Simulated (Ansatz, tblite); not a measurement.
# Cu(PH3)F (CuFH₃P): a ladder of methods and basis sets

How do method and basis change the picture of Cu(PH3)F (CuFH₃P) (singlet)?

Computed with Ansatz 0.2.0, Gaussian basis. Level: as each input shows.

Plan: GFN1-xTB, GFN2-xTB, PBE-D4/def2-TZVP, r2SCAN-D4/def2-TZVP, BHLYP-D4/def2-TZVP, r2SCAN0-D4/def2-TZVP, LC-ωPBE/def2-TZVP, B3LYP-D4/def2-TZVP, ωB97M-V/def2-TZVP, revPBE-D4/def2-TZVP, PBE-QIDH/def2-TZVP, LC-ωPBE(0.10)/def2-TZVP, LC-ωPBE(0.15)/def2-TZVP, LC-ωPBE(0.20)/def2-TZVP, LC-ωPBE(0.30)/def2-TZVP, PBE-D4/def2-SVP, PBE0-D4/def2-SVP, HF/STO-3G, HF/6-31G, B3LYP-D4/6-31G, PBE0-D4/def2-TZVPD, PBE-D4/def2-TZVPD, r2SCAN-D4/def2-TZVPD, CCSD(T)/def2-TZVPP, MP2/def2-TZVP, RPA/def2-TZVP, CCSD(T)/def2-TZVPD.

### 1 The structure

The geometry is that of the singlet, from an earlier relaxation (r2SCAN-D4/def2-TZVP).

6 atoms, charge 0, spin multiplicity 1.

Bond lengths: Cu1–P2 2.092 Å, Cu1–F6 1.754 Å, P2–H3 1.412 Å, P2–H4 1.412 Å, P2–H5 1.412 Å. Angles: P2–Cu1–F6 180.0°, Cu1–P2–H3 119.4°, Cu1–P2–H4 119.4°, Cu1–P2–H5 119.4°, H3–P2–H4 98.0°, H3–P2–H5 98.0°, H4–P2–H5 98.0°.

Formally the metal is d10. No spin-orbit coupling is included.

PBE0-D4/def2-TZVP was run before; its log isn't repeated, and its numbers join the tables.

### 2 GFN1-xTB

Tight binding, by tblite at 300 K electronic temperature and without a spin-polarisation term:

```python
tblite.interface.Calculator('GFN1-xTB', numbers, positions, charge=0, uhf=0).singlepoint()
```

Energy -378.7594 eV, HOMO -10.56 eV, LUMO -6.94 eV; 0.004 s.

### 3 GFN2-xTB

Tight binding, by tblite at 300 K electronic temperature and without a spin-polarisation term:

```python
tblite.interface.Calculator('GFN2-xTB', numbers, positions, charge=0, uhf=0).singlepoint()
```

Energy -345.8696 eV, HOMO -9.70 eV, LUMO -6.60 eV; 0.002 s.

### 4 PBE-D4/def2-TZVP

start.molden holds the orbitals of an earlier run on this state, given as this run's starting guess.

File in.yaml:

```yaml
crystal:
  periodic: [false, false, false]
  atoms:
    - {symbol: Cu, position_ang: [0.000155, 0.007277, -1.448831]}
    - {symbol: P, position_ang: [-0.000056, -0.003203, 0.643392]}
    - {symbol: H, position_ang: [0.798204, -0.942632, 1.331529]}
    - {symbol: H, position_ang: [-1.209867, -0.230096, 1.334877]}
    - {symbol: H, position_ang: [0.411244, 1.152652, 1.342040]}
    - {symbol: F, position_ang: [0.000320, 0.016002, -3.203006]}
basis:
  gaussian: {orbitals: def2-TZVP, initial_orbitals: start.molden}
hamiltonian: {xc: pbe, dispersion: d4}
scf: {omitted_lower_state_checks: [starts]}
output: {orbitals: {seedname: orbitals}}
```

Run with:

```bash
> ansatz run in.yaml --threads 4 --pin off --events-out ev --progress --plain --max-ram 3916MiB
```

Further steps of the session: r2SCAN-D4/def2-TZVP; BHLYP-D4/def2-TZVP; r2SCAN0-D4/def2-TZVP; LC-ωPBE/def2-TZVP; B3LYP-D4/def2-TZVP; ωB97M-V/def2-TZVP; revPBE-D4/def2-TZVP; PBE-QIDH/def2-TZVP; LC-ωPBE(0.10)/def2-TZVP; LC-ωPBE(0.15)/def2-TZVP; LC-ωPBE(0.20)/def2-TZVP; LC-ωPBE(0.30)/def2-TZVP; PBE-D4/def2-SVP; PBE0-D4/def2-SVP; HF/STO-3G; HF/6-31G; B3LYP-D4/6-31G; PBE0-D4/def2-TZVPD; PBE-D4/def2-TZVPD; r2SCAN-D4/def2-TZVPD; CCSD(T)/def2-TZVPP; MP2/def2-TZVP; RPA/def2-TZVP; CCSD(T)/def2-TZVPD.

Q: Predict the results of all the runs planned. Wanted: gap in def2-TZVP, named functionals, smallest and largest; gap over the ω; correlation energy, CCSD(T)/def2-TZVPP; correlation energy, MP2/def2-TZVP; correlation energy, CCSD(T)/def2-TZVPD; binding an atom, CCSD(T)/def2-TZVPP; PBE0 total energy, smallest basis above largest.

**Answer**, as computed:

| quantity | value |
| --- | --- |
| gap in def2-TZVP, named functionals, smallest and largest | 4.28 eV (revPBE-D4), 11.65 eV (LC-ωPBE) |
| gap over the ω (1/bohr) | 7.22 eV at 0.1, 11.65 eV at 0.4 |
| correlation energy, CCSD(T)/def2-TZVPP | -26.02 eV |
| correlation energy, MP2/def2-TZVP | -24.11 eV |
| correlation energy, CCSD(T)/def2-TZVPD | -23.93 eV |
| binding an atom, CCSD(T)/def2-TZVPP | 2.662 eV |
| PBE0 total energy, smallest basis above largest | 13.70 eV (def2-SVP, def2-TZVPD) |

**Reading.** Over the named functionals in def2-TZVP the gap runs from 4.28 eV (revPBE-D4) to 11.65 eV (LC-ωPBE); exact exchange widens it. Raising the ω (1/bohr) from 0.1 to 0.4 moves the HOMO by -2.70 eV and the LUMO by +1.72 eV. A small miss in a minimal or small basis is a cancelling of errors, not accuracy. The functionals in def2-TZVP miss CCSD(T)/def2-TZVPP by -0.067 (BHLYP-D4) to +0.134 eV (PBE-D4) an atom. The reference is CCSD(T) in one finite basis, so it carries an error of its own, often a tenth of an eV or more, and near misses can't be ranked.
